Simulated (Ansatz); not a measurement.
# ScGaTe3: what a guessed cell relaxes into

The task: take a trial cell of ScGaTe3 to zero force and stress.

Program: Ansatz 0.2.0. Level of theory: DFT PBE, scalar-relativistic, plane waves, PAW. These are calculated values, not measurements.

### Step 1. The starting structure

Symmetry: R-3m, No. 166, trigonal system. Conventional cell: a = 6.771 Å, b = 6.771 Å, c = 10.148 Å, α = 90.00°, β = 90.00°, γ = 120.00°. Around Sc (site symmetry -3m) lie 6 Te at 2.58 Å. Around Ga (site symmetry -3m) lie 6 Te at 3.39 Å. Te (site symmetry 2/m) is surrounded by 2 Sc at 2.58 Å and 2 Ga at 3.39 Å and 4 Te at 3.39 Å.

As a file:

```
CELL_PARAMETERS angstrom
3.38558 1.95467 3.38274
-3.38558 1.95467 3.38274
0.00000 -3.90933 3.38274
ATOMIC_POSITIONS crystal
Sc 0.00000 0.00000 0.00000
Ga 0.50000 0.50000 0.50000
Te 0.00000 0.00000 0.50000
Te 0.50000 0.00000 0.00000
Te 0.00000 0.50000 0.00000
```

Recipe of the guess: random cell by space group and Wyckoff sites (R-3m, No. 166). Its size is a rough estimate.

### Step 2. The guess as it stands, on a coarse mesh

Input file input.yaml:

```yaml
crystal:
  lattice:
    - [3.38557909, 1.954665, 3.38273957]
    - [-3.38557909, 1.954665, 3.38273957]
    - [0.0, -3.90933, 3.38273957]
  atoms:
    - { symbol: Sc, position: [0.0, 0.0, 0.0] }
    - { symbol: Ga, position: [0.5, 0.5, 0.5] }
    - { symbol: Te, position: [0.0, 0.0, 0.5] }
    - { symbol: Te, position: [0.5, 0.0, 0.0] }
    - { symbol: Te, position: [0.0, 0.5, 0.0] }
basis:
  ecutwfc: 420
kpoints:
  mp_grid: { grid: [3, 3, 3] }
hamiltonian:
  xc: pbe
scf:
  occupations: { method: gaussian, width: 0.1 }
  lower_state_search: "off"
output:
  forces: true
  stress: true
  eigenvalues: true
```

Started as:

```
$ ansatz run input.yaml --threads 1 --pin off --max-ram 2560MiB --backend cpu --events-out ev --progress --plain --runs-dir out
```

The session goes on with these runs: rough relaxation on the coarse mesh; spin check on a coarse mesh; final relaxation.

**Question.** What will these runs give? Wanted: conventional cell; volume; energy over the elements; gap on the mesh.

The runs gave:

| quantity | value |
| --- | --- |
| symmetry at the end (tolerance 0.05 Å) | space group R-3m (No. 166) |
| conventional cell | a = 7.153 Å, b = 7.153 Å, c = 11.615 Å, α = 90.00°, β = 90.00°, γ = 120.00° |
| volume | 34.31 Å³/atom |
| energy over the elements | -0.35 eV/atom |
| gap on the mesh | none (metal) |

What this shows: The space group R-3m (No. 166) is kept, and the volume per atom grows by 27.7 % from the first guess. It lies below the elements, which doesn't yet make it stable: competing phases were not computed in this session. No finished test with a distortion of lower symmetry is shown, so the end may be a saddle point. The runs treat Te without spin-orbit coupling. Other magnetic orders were not searched.
